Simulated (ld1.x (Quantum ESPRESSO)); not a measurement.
**Pseudopotential generation for boron: PAW, PBE**

Aim: build the potential from the settings below, then test how well it stands in for the atom: other configurations, scattering, ghost states and the plane-wave cutoff that it needs.

Method: ld1.x (Quantum ESPRESSO) 7.5, PBE, scalar-relativistic.

1 further run of the same task is left out (set aside as unsound or not needed).

### 1 Settings

The settings as typed:

```json
{
  "element": "boron (B, Z = 5)",
  "type": "PAW",
  "frozen core": "[He]",
  "valence charge": "3",
  "reference configuration": "2s2 2p1",
  "partial waves": "2s (bound): rcut 1.45, rcutus 1.70 bohr; 2s channel at -0.2 Ry: rcut 1.45, rcutus 1.70 bohr; 2p (bound): rcut 3.50, rcutus 4.05 bohr; 2p channel at 4.2 Ry: rcut 3.50, rcutus 4.05 bohr; 3d channel at 0.45 Ry: rcut 2.65, rcutus 3.40 bohr; 3d channel at 0.85 Ry: rcut 2.65, rcutus 3.40 bohr",
  "local potential": "all-electron potential smoothed inside 3.20 bohr (lloc = -1)",
  "core correction": "not asked for",
  "augmentation charge": "PSQ, radius 1.55 bohr"
}
```

The outer shells as boxes (Hund's rule for the drawing; the calculation is spin-unpolarised):

```
[He] core
2s [↑↓]
2p [↑ ][  ][  ]
```

### 2 Generating the potential

Contents of B.in:

```
 &input
   title='B', zed=5., rel=1, dft='PBE', iswitch=3,
   config='[He] 2s2 2p1 3d-2',
   nld=3, rlderiv=4.40, eminld=-3.0, emaxld=5.0, deld=0.02
 /
 &inputp
   pseudotype=3, lpaw=.true., tm=.true., lloc=-1, rcloc=3.20,
   nlcc=.false.,
   which_augfun='PSQ', rmatch_augfun=1.55,
   file_pseudopw='B.UPF', file_wfcaegen='ae.wfc', file_wfcncgen='nc.wfc', file_beta='beta', file_chi='chi', file_wfcusgen='us.wfc'
 /
6
2S  1  0   2.00   0.00  1.45  1.70  0.0
2S  1  0   0.00  -0.20  1.45  1.70  0.0
2P  2  1   1.00   0.00  3.50  4.05  0.0
2P  2  1   0.00   4.20  3.50  4.05  0.0
3D  3  2  -2.00   0.45  2.65  3.40  0.0
3D  3  2  -2.00   0.85  2.65  3.40  0.0
 &test
   configts(1)='2s2 2p1'
 /
```

The run is started by

```bash
$ ld1.x < B.in > B.out
```

The output, B.out (without the banner and most projector matrices):

```text
     Program LD1 v.7.5
     --------------------------- All-electron run ----------------------------

     B
     scalar relativistic calculation

     atomic number is  5.00
     dft =PBE   lsd =0 sic =0 latt =0  beta=0.20 tr2=1.0E-14
     Exchange-correlation= PBE
                           (   1   4   3   4   0   0   0)
     mesh =1059 r(mesh) = 101.04461 a.u. xmin = -7.00 dx = 0.01250
     1 Ry =  13.60569312 eV, c = 137.03599908

     n l     nl                  e(Ry)          e(Ha)          e(eV)
     1 0     1S 1( 2.00)       -13.2731        -6.6366      -180.5900
     2 0     2S 1( 2.00)        -0.6941        -0.3470        -9.4431
     2 1     2P 1( 1.00)        -0.2651        -0.1326        -3.6070

     final scf error:  7.5E-15 reached in  32 iterations

     Etot =     -49.206684 Ry,     -24.603342 Ha,    -669.491037 eV

     Ekin =      49.037301 Ry,      24.518651 Ha,     667.186471 eV
     Encl =    -113.771076 Ry,     -56.885538 Ha,   -1547.934352 eV
     Eh   =      23.125741 Ry,      11.562870 Ha,     314.641731 eV
     Exc  =      -7.598649 Ry,      -3.799325 Ha,    -103.384887 eV

     normalization and overlap integrals

     s(1S/1S) =  1.000000  <r> =   0.3294  <r2> =    0.1474  r(max) =   0.2103
     s(2S/2S) =  1.000000  <r> =   1.9516  <r2> =    4.5978  r(max) =   1.5152
     s(2P/2P) =  1.000000  <r> =   2.3015  <r2> =    6.8902  r(max) =   1.5731

     ------------------------ End of All-electron run ------------------------

     --------------------- Generating PAW atomic setup --------------------

      Generating local potential from pseudized AE potential:
      Matching radius rcloc =   3.2000

      Local pseudo, rcloc= 3.208 Estimated cut-off energy=     2.38 Ry

      Computing core charge for PAW:

       r > 0.69 : true rho core
       r < 0.69 : rho core = a sin(br)/r    a=   2.08  b=   3.83

      Integrated core pseudo-charge :   0.51
      Wfc-us  2S rcutus= 1.717  Estimated cut-off energy=    15.49 Ry
      Wfc-us  2S rcutus= 1.717  Estimated cut-off energy=    16.57 Ry
      Wfc-us  2P rcutus= 4.017  Estimated cut-off energy=     5.07 Ry
      Wfc-us  2P rcutus= 4.017  Estimated cut-off energy=     6.38 Ry
      Wfc-us  3D rcutus= 3.372  Estimated cut-off energy=     9.44 Ry
      Wfc-us  3D rcutus= 3.372  Estimated cut-off energy=    10.11 Ry

     Required augmentation: PSQ   radius:    1.550000

     Q pseudized with Bessel functions
     Expected ecutrho=     151.6396 due to l1=  2   l2=  2

     Estimated PAW energy =  -10.967327 Ryd

     The PAW screened D coefficients
    -0.06742    -0.04220     0.00000     0.00000     0.00000     0.00000
    -0.04220    -0.02713     0.00000     0.00000     0.00000     0.00000
     0.00000     0.00000    -0.28350     0.07094     0.00000     0.00000
     0.00000     0.00000     0.07094    -0.65789     0.00000     0.00000
     0.00000     0.00000     0.00000     0.00000    -0.01168    -0.01300
     0.00000     0.00000     0.00000     0.00000    -0.01300    -0.01278

     The PAW descreened D coefficients (US)
    -0.16737    -0.12252     0.00000     0.00000     0.00000     0.00000
    -0.12252    -0.09167     0.00000     0.00000     0.00000     0.00000
     0.00000     0.00000     0.36076     0.64164     0.00000     0.00000
     0.00000     0.00000     0.64164    -1.68270     0.00000     0.00000
     0.00000     0.00000     0.00000     0.00000    -0.00809    -0.00654
     0.00000     0.00000     0.00000     0.00000    -0.00654    -0.00238

     ------------------- End of pseudopotential generation -------------------

     [... the all-electron block is printed once more ...]


     Computing logarithmic derivative in   4.41202
     Computing logarithmic derivative in   4.41202
     Computing the partial wave expansion
     R is outside the sphere for l=    0 j= 0.00
     R is outside the sphere for l=    0 j= 0.00
     R is outside the sphere for l=    1 j= 0.00
     R is outside the sphere for l=    1 j= 0.00
     R is outside the sphere for l=    2 j= 0.00
     R is outside the sphere for l=    2 j= 0.00

     ---------------------- Testing the pseudopotential ----------------------

     B
     scalar relativistic calculation

     atomic number is  5.00   valence charge is  3.00
     dft = SLA  PW   PBX  PBC   lsd =0 sic =0 latt =0  beta=0.20 tr2=1.0E-14
     mesh =1059 r(mesh) = 101.04461 xmin = -7.00 dx = 0.01250

     n l     nl             e AE (Ry)        e PS (Ry)    De AE-PS (Ry)
     1 0     2S   1( 2.00)       -0.69405       -0.69405       -0.00000
     2 1     2P   1( 1.00)       -0.26511       -0.26511       -0.00000

     eps = 2.9E-18  iter =  3

     Etot =     -49.206684 Ry,     -24.603342 Ha,    -669.491037 eV
     Etotps =   -10.967327 Ry,      -5.483663 Ha,    -149.218084 eV

     Ekin =       5.649070 Ry,       2.824535 Ha,      76.859510 eV
     Encl =     -13.016693 Ry,      -6.508346 Ha,    -177.101126 eV
     Ehrt =       3.998945 Ry,       1.999473 Ha,      54.408422 eV
     Ecxc =      -7.598649 Ry,      -3.799325 Ha,    -103.384889 eV

     ---------------------- End of pseudopotential test ----------------------
```

Wall time 2.1 s (1 thread, shared host). This counts the later configuration tests of the new file too.

Partial waves on a coarse radial grid (AE all-electron, PS pseudo):

```
r (bohr)    2s AE   2s PS
   0.202  -0.2990  0.1749
   0.405  -0.0800  0.3385
   0.607   0.2046  0.4788
   0.810   0.4378  0.5904
   1.012   0.5984  0.6696
   1.215   0.6927  0.7178
   1.418   0.7325  0.7377
   1.620   0.7326  0.7328
   1.822   0.7061  0.7061
   2.025   0.6627  0.6627
   2.228   0.6100  0.6100
   2.430   0.5536  0.5536
   2.632   0.4968  0.4968
   2.835   0.4417  0.4417
   3.037   0.3903  0.3903
   3.240   0.3427  0.3427
   3.442   0.2997  0.2997
   3.645   0.2611  0.2611
   3.847   0.2269  0.2269
   4.050   0.1965  0.1965
   4.252   0.1700  0.1700
   4.455   0.1466  0.1466
   4.658   0.1262  0.1262
   4.860   0.1086  0.1086
   5.062   0.0933  0.0933
   5.265   0.0800  0.0800
```

### 3 Configuration tests

Contents of B.test.in:

```
 &input
   title='B', zed=5., rel=1, dft='PBE', iswitch=2,
   config='[He] 2s2 2p1 3d-2'
 /
 &test
   file_pseudo='B.UPF', nconf=8,
   configts(1)='2s2 2p1',
   configts(2)='2s2 2p0',
   configts(3)='2s1 2p0',
   configts(4)='2s2 2p0.5',
   configts(5)='2s1 2p1',
   configts(6)='2s1 2p2',
   configts(7)='2s2 2p1.3',
   configts(8)='2s0 2p3'
 /
```

The run is started by

```bash
$ ld1.x < B.test.in > B.test.out
```

B.test.out, the pseudopotential blocks, each with the warnings that came before it:

```text
     ---------------------- Testing the pseudopotential ----------------------

     B
     scalar relativistic calculation

     atomic number is  5.00   valence charge is  3.00
     dft =SLA  PW   PBX  PBC   lsd =0 sic =0 latt =0  beta=0.20 tr2=1.0E-14
     mesh =1059 r(mesh) = 101.04461 xmin = -7.00 dx = 0.01250

     n l     nl             e AE (Ry)        e PS (Ry)    De AE-PS (Ry)
     1 0     2S   1( 2.00)       -0.69405       -0.69405       -0.00000
     2 1     2P   1( 1.00)       -0.26511       -0.26511       -0.00000

     eps = 2.8E-18  iter =  3

     Etot =     -49.206684 Ry,     -24.603342 Ha,    -669.491038 eV
     Etotps =   -10.967327 Ry,      -5.483663 Ha,    -149.218084 eV

     Ekin =       5.649070 Ry,       2.824535 Ha,      76.859510 eV
     Encl =     -13.016693 Ry,      -6.508346 Ha,    -177.101126 eV
     Ehrt =       3.998945 Ry,       1.999473 Ha,      54.408422 eV
     Ecxc =      -7.598649 Ry,      -3.799325 Ha,    -103.384889 eV

     ---------------------- End of pseudopotential test ----------------------

     ---------------------- Testing the pseudopotential ----------------------

     B
     scalar relativistic calculation

     atomic number is  5.00   valence charge is  3.00
     dft =SLA  PW   PBX  PBC   lsd =0 sic =0 latt =0  beta=0.20 tr2=1.0E-14
     mesh =1059 r(mesh) = 101.04461 xmin = -7.00 dx = 0.01250

     n l     nl             e AE (Ry)        e PS (Ry)    De AE-PS (Ry)
     1 0     2S   1( 2.00)       -1.43403       -1.43412        0.00009
     2 1     2P   1( 0.00)       -0.98227       -0.96229       -0.01998  !

     eps = 5.8E-15  iter = 36

     Etot =     -48.602552 Ry,     -24.301276 Ha,    -661.271411 eV
     Etotps =   -10.363221 Ry,      -5.181610 Ha,    -140.998804 eV
     dEtot_ae =       0.604131 Ry
     dEtot_ps =       0.604106 Ry,   Delta E=       0.000025 Ry

     Ekin =       5.086860 Ry,       2.543430 Ha,      69.210255 eV
     Encl =     -10.399778 Ry,      -5.199889 Ha,    -141.496191 eV
     Ehrt =       2.037150 Ry,       1.018575 Ha,      27.716842 eV
     Ecxc =      -7.087453 Ry,      -3.543726 Ha,     -96.429709 eV

     ---------------------- End of pseudopotential test ----------------------

     Warning: n=2, l=1 expected 0 nodes, found 2
     ---------------------- Testing the pseudopotential ----------------------

     B
     scalar relativistic calculation

     atomic number is  5.00   valence charge is  3.00
     dft =SLA  PW   PBX  PBC   lsd =0 sic =0 latt =0  beta=0.20 tr2=1.0E-14
     mesh =1059 r(mesh) = 101.04461 xmin = -7.00 dx = 0.01250

     n l     nl             e AE (Ry)        e PS (Ry)    De AE-PS (Ry)
     1 0     2S   1( 1.00)       -2.31339       -2.31461        0.00122
     2 1     2P   1( 0.00)       -1.87356       -1.81511       -0.05845  !

     eps = 9.4E-15  iter = 90

     Etot =     -46.734041 Ry,     -23.367020 Ha,    -635.849013 eV
     Etotps =    -8.494123 Ry,      -4.247061 Ha,    -115.568431 eV
     dEtot_ae =       2.472643 Ry
     dEtot_ps =       2.473204 Ry,   Delta E=      -0.000561 Ry

     Ekin =       3.106038 Ry,       1.553019 Ha,      42.259804 eV
     Encl =      -5.759383 Ry,      -2.879692 Ha,     -78.360400 eV
     Ehrt =       0.551151 Ry,       0.275576 Ha,       7.498795 eV
     Ecxc =      -6.391929 Ry,      -3.195965 Ha,     -86.966630 eV

     ---------------------- End of pseudopotential test ----------------------

     ---------------------- Testing the pseudopotential ----------------------

     B
     scalar relativistic calculation

     atomic number is  5.00   valence charge is  3.00
     dft =SLA  PW   PBX  PBC   lsd =0 sic =0 latt =0  beta=0.20 tr2=1.0E-14
     mesh =1059 r(mesh) = 101.04461 xmin = -7.00 dx = 0.01250

     n l     nl             e AE (Ry)        e PS (Ry)    De AE-PS (Ry)
     1 0     2S   1( 2.00)       -1.03851       -1.04852        0.01001  !
     2 1     2P   1( 0.50)       -0.59442       -0.59946        0.00504  !

     eps = 9.7E-16  iter =  9

     Etot =     -48.994466 Ry,     -24.497233 Ha,    -666.603665 eV
     Etotps =   -10.752866 Ry,      -5.376433 Ha,    -146.300194 eV
     dEtot_ae =       0.212218 Ry
     dEtot_ps =       0.214461 Ry,   Delta E=      -0.002243 Ry

     Ekin =       5.409536 Ry,       2.704768 Ha,      73.600486 eV
     Encl =     -11.781786 Ry,      -5.890893 Ha,    -160.299363 eV
     Ehrt =       2.970975 Ry,       1.485488 Ha,      40.422179 eV
     Ecxc =      -7.351591 Ry,      -3.675796 Ha,    -100.023496 eV

     ---------------------- End of pseudopotential test ----------------------

     ---------------------- Testing the pseudopotential ----------------------

     B
     scalar relativistic calculation

     atomic number is  5.00   valence charge is  3.00
     dft =SLA  PW   PBX  PBC   lsd =0 sic =0 latt =0  beta=0.20 tr2=1.0E-14
     mesh =1059 r(mesh) = 101.04461 xmin = -7.00 dx = 0.01250

     n l     nl             e AE (Ry)        e PS (Ry)    De AE-PS (Ry)
     1 0     2S   1( 1.00)       -1.43999       -1.48202        0.04203  !
     2 1     2P   1( 1.00)       -0.98910       -1.01007        0.02097  !

     eps = 3.4E-15  iter = 10

     Etot =     -48.151191 Ry,     -24.075596 Ha,    -655.130332 eV
     Etotps =    -9.891252 Ry,      -4.945626 Ha,    -134.577342 eV
     dEtot_ae =       1.055492 Ry
     dEtot_ps =       1.076075 Ry,   Delta E=      -0.020582 Ry

     Ekin =       4.293955 Ry,       2.146977 Ha,      58.422230 eV
     Encl =      -9.146948 Ry,      -4.573474 Ha,    -124.450565 eV
     Ehrt =       1.911890 Ry,       0.955945 Ha,      26.012590 eV
     Ecxc =      -6.950149 Ry,      -3.475075 Ha,     -94.561596 eV

     ---------------------- End of pseudopotential test ----------------------

     ---------------------- Testing the pseudopotential ----------------------

     B
     scalar relativistic calculation

     atomic number is  5.00   valence charge is  3.00
     dft =SLA  PW   PBX  PBC   lsd =0 sic =0 latt =0  beta=0.20 tr2=1.0E-14
     mesh =1059 r(mesh) = 101.04461 xmin = -7.00 dx = 0.01250

     n l     nl             e AE (Ry)        e PS (Ry)    De AE-PS (Ry)
     1 0     2S   1( 1.00)       -0.72916       -0.73435        0.00518  !
     2 1     2P   1( 2.00)       -0.29827       -0.30286        0.00460

     eps = 1.5E-17  iter = 10

     Etot =     -48.776654 Ry,     -24.388327 Ha,    -663.640180 eV
     Etotps =   -10.537026 Ry,      -5.268513 Ha,    -143.363548 eV
     dEtot_ae =       0.430030 Ry
     dEtot_ps =       0.430300 Ry,   Delta E=      -0.000270 Ry

     Ekin =       5.119751 Ry,       2.559875 Ha,      69.657760 eV
     Encl =     -12.027248 Ry,      -6.013624 Ha,    -163.639041 eV
     Ehrt =       3.858068 Ry,       1.929034 Ha,      52.491694 eV
     Ecxc =      -7.487598 Ry,      -3.743799 Ha,    -101.873960 eV

     ---------------------- End of pseudopotential test ----------------------

     ---------------------- Testing the pseudopotential ----------------------

     B
     scalar relativistic calculation

     atomic number is  5.00   valence charge is  3.00
     dft =SLA  PW   PBX  PBC   lsd =0 sic =0 latt =0  beta=0.20 tr2=1.0E-14
     mesh =1059 r(mesh) = 101.04461 xmin = -7.00 dx = 0.01250

     n l     nl             e AE (Ry)        e PS (Ry)    De AE-PS (Ry)
     1 0     2S   1( 2.00)       -0.51890       -0.50931       -0.00959  !
     2 1     2P   1( 1.30)       -0.10161       -0.09222       -0.00938  !

     eps = 3.6E-15  iter = 11

     Etot =     -49.260950 Ry,     -24.630475 Ha,    -670.229365 eV
     Etotps =   -11.020161 Ry,      -5.510080 Ha,    -149.936923 eV
     dEtot_ae =      -0.054266 Ry
     dEtot_ps =      -0.052834 Ry,   Delta E=      -0.001432 Ry

     Ekin =       5.741012 Ry,       2.870506 Ha,      78.110454 eV
     Encl =     -13.639924 Ry,      -6.819962 Ha,    -185.580626 eV
     Ehrt =       4.602300 Ry,       2.301150 Ha,      62.617486 eV
     Ecxc =      -7.723549 Ry,      -3.861774 Ha,    -105.084236 eV

     ---------------------- End of pseudopotential test ----------------------

     ---------------------- Testing the pseudopotential ----------------------

     B
     scalar relativistic calculation

     atomic number is  5.00   valence charge is  3.00
     dft =SLA  PW   PBX  PBC   lsd =0 sic =0 latt =0  beta=0.20 tr2=1.0E-14
     mesh =1059 r(mesh) = 101.04461 xmin = -7.00 dx = 0.01250

     n l     nl             e AE (Ry)        e PS (Ry)    De AE-PS (Ry)
     1 0     2S   1( 0.00)       -0.75829       -0.77085        0.01256  !
     2 1     2P   1( 3.00)       -0.32646       -0.33773        0.01127  !

     eps = 7.1E-16  iter = 12

     Etot =     -48.345216 Ry,     -24.172608 Ha,    -657.770177 eV
     Etotps =   -10.104642 Ry,      -5.052321 Ha,    -137.480655 eV
     dEtot_ae =       0.861467 Ry
     dEtot_ps =       0.862685 Ry,   Delta E=      -0.001218 Ry

     Ekin =       4.557018 Ry,       2.278509 Ha,      62.001383 eV
     Encl =     -11.010624 Ry,      -5.505312 Ha,    -149.807171 eV
     Ehrt =       3.732407 Ry,       1.866203 Ha,      50.781980 eV
     Ecxc =      -7.383442 Ry,      -3.691721 Ha,    -100.456847 eV

     ---------------------- End of pseudopotential test ----------------------
```

Energies count from the reference configuration 2s2 2p1; the error is all-electron less pseudo. A star marks tests that logged a warning.

| valence configuration | charge | ΔE all-electron (eV) | error AE − PS (meV) |
| --- | --- | --- | --- |
| 2s2 2p0 | +1 | 8.220 | +0.3 |
| 2s1 2p0 * | +2 | 33.642 | -7.6 |
| 2s2 2p0.5 | +0.5 | 2.887 | -31 |
| 2s1 2p1 | +1 | 14.361 | -280 |
| 2s1 2p2 | 0 | 5.851 | -3.7 |
| 2s2 2p1.3 | -0.3 | -0.738 | -19 |
| 2s0 2p3 | 0 | 11.721 | -17 |

### 4 Does it scatter like the atom?

Taken from the files of the generation run. The phase is arctan(r·u′/u) with u = r·R, unwrapped, with energies in Ry. A pole is an energy at which the radial function vanishes at the test radius. The pseudo phase is shifted by a multiple of π to meet the all-electron one at the reference energy. Levels narrower than the energy grid can be missing from the poles. The last column is the largest difference on the grid between −1 and +1 Ry.

| channel | radius (bohr) | reference (Ry) | poles AE | poles PS | window around the reference with phases within 0.05 rad (Ry) | largest difference near zero (rad) |
| --- | --- | --- | --- | --- | --- | --- |
| s | 4.41 | -0.69 | -0.66, 1.24, 4.18 | -0.66, 1.24, 4.25 | below 2.4 | 0.000 |
| p | 4.41 | -0.27 | -0.19, 1.40, 4.05 | -0.17, 3.97, 4.33 | -0.3 to -0.1 | 2.250 |
| d | 4.41 | 0.45 | 1.05, 3.19 | 1.05, 3.27 | below 4.1 | 0.000 |

Phases (rad) along the scan:

```
E (Ry)    p AE    p PS    d AE    d PS
 -3.00   1.438   1.440   1.443   1.443
 -2.52   1.425   1.428   1.432   1.432
 -2.04   1.409   1.413   1.418   1.418
 -1.56   1.383   1.391   1.398   1.398
 -1.08   1.340   1.354   1.369   1.369
 -0.60   1.222   1.258   1.315   1.316
 -0.12  -1.704  -1.652   1.185   1.185
  0.36  -2.353  -1.873   0.218   0.218
  0.84  -4.409  -2.158  -1.447  -1.447
  1.32  -4.688  -3.350  -1.688  -1.688
  1.80  -4.817  -4.305  -2.158  -2.150
  2.28  -5.067  -4.523  -4.392  -4.378
  2.76  -7.267  -4.612  -4.633  -4.625
  3.24  -7.718  -4.662  -4.719  -4.709
  3.72  -7.814  -4.697  -4.792  -4.770
  4.20  -7.870  -4.728  -4.923  -4.850
  4.68  -7.925  -7.890  -6.211  -5.074
```

### 5 Cutoff and ghost test in a Bessel basis

A separate test, outside the generator: the pseudo-atom's Hamiltonian at the reference potential is diagonalised in spherical Bessel functions j_l(qr) that vanish at 20 bohr, with q² up to the cutoff.

All-electron valence levels (Ry): 2s -0.6940, 2p -0.2651. The lowest levels of each channel (Ry) by cutoff; the last column sums, over occupied levels, occupation times the distance from the level at 400 Ry. A positive value at high cutoff is not a bound level.

```
cutoff (Ry)     s #1     p #1    d #1    f #1  Σ f·Δε (mRy)
          6  -0.6928  -0.2651  0.0662  0.1130           2.5
          8  -0.6938  -0.2651  0.0662  0.1130           0.5
         10  -0.6939  -0.2651  0.0662  0.1130           0.4
         12  -0.6939  -0.2651  0.0662  0.1130           0.3
        400  -0.6941  -0.2651  0.0662  0.1130           0.0
```

The sum stays within 10 mRy from 6 Ry or less and within 1 mRy from 8 Ry. The sum leaves out empty levels, which can need more. Ghost test: no level below the all-electron spectrum of its channel (s, p, d, f tested).

### 6 Summary of results

```
                                                quantity                  value
               cutoffs for 10 and 1 mRy, occupied levels  6 Ry or less and 8 Ry
                                            bound ghosts             none found
                            largest test error (AE − PS)  -280 meV, for 2s1 2p1
largest phase difference near zero energy, channels read              2.250 rad
         lowest eigenvalue of the overlap (Bessel basis)              0.127 (p)
               density cutoff estimated by the generator                 152 Ry
```

**Reading.** By total energies transferability is poor: the largest error is 280 meV on 14.4 eV, for 2s1 2p1. It counts as soft on the atom at that tolerance, with 6 Ry or less needed at the looser tolerance. The slowest occupied level is 2s: taken alone it needs 8 Ry to come within 1 mRy, against 6 Ry or less for 2p. It is free of bound ghosts as far as tested. Of the channels read, p scatters worst near zero energy, by up to 2.25 rad. All of this concerns the isolated atom, not yet a solid.
